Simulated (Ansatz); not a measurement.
# CH6O3SZr: the cost of one run

Computed with Ansatz 0.2.0, Gaussian basis. Level: the settings change from run to run.

## 1. The geometry

The geometry comes from an earlier relaxation with PBE0-D4 in a triple-zeta def2 set; it is a stationary point, not always the lowest conformer. Zr takes a core potential in def2 sets; no spin-orbit term is included.

SMILES `C[S][Zr]([OH])([OH])[OH]`, 12 atoms, charge 0, spin multiplicity 1.

Atoms are counted from 1 here; the program's logs count them from 0.

Bond lengths: C1–S2 1.826 Å, C1–H7 1.093 Å, C1–H8 1.090 Å, C1–H9 1.089 Å, S2–Zr3 2.455 Å, Zr3–O4 1.917 Å, Zr3–O5 1.928 Å, Zr3–O6 1.921 Å, O4–H10 0.953 Å, O5–H11 0.952 Å, O6–H12 0.952 Å. Angles: S2–C1–H7 112.6°, S2–C1–H8 108.1°, S2–C1–H9 110.2°, H7–C1–H8 107.5°, H7–C1–H9 109.2°, H8–C1–H9 109.3°, C1–S2–Zr3 95.3°, S2–Zr3–O4 106.2°, S2–Zr3–O5 107.5°, S2–Zr3–O6 108.4°, O4–Zr3–O5 112.7°, O4–Zr3–O6 112.9°, O5–Zr3–O6 108.9°, Zr3–O4–H10 161.8°, Zr3–O5–H11 157.5°, Zr3–O6–H12 166.5°.

## 2. wB97/x2c-TZVPPall

File in.yaml:

```yaml
crystal:
  periodic: [false, false, false]
  atoms:
    - {symbol: C, position_ang: [-0.616753, -1.272346, 1.707121]}
    - {symbol: S, position_ang: [1.012258, -1.317405, 0.883342]}
    - {symbol: Zr, position_ang: [0.495336, 0.452860, -0.737771]}
    - {symbol: O, position_ang: [2.059278, 0.655587, -1.827047]}
    - {symbol: O, position_ang: [-1.044457, -0.117940, -1.747589]}
    - {symbol: O, position_ang: [0.048284, 2.050904, 0.230893]}
    - {symbol: H, position_ang: [-1.412022, -0.919959, 1.045050]}
    - {symbol: H, position_ang: [-0.869960, -2.287676, 2.012425]}
    - {symbol: H, position_ang: [-0.574660, -0.632120, 2.587619]}
    - {symbol: H, position_ang: [2.804357, 1.041874, -2.277978]}
    - {symbol: H, position_ang: [-1.530749, -0.470069, -2.486957]}
    - {symbol: H, position_ang: [-0.370911, 2.816301, 0.610870]}
basis:
  gaussian: {orbitals: x2c-TZVPPall}
hamiltonian: {xc: {name: wB97}}
output: {forces: true}
```

Run with:

```bash
> ansatz run in.yaml --threads 4 --pin off --events-out ev --progress --plain --max-ram 11315MiB
```

What time and memory should one allow on 4 threads of Arm Neoverse V1, shared host?

About 19 s, with a peak of 0.99 GiB.
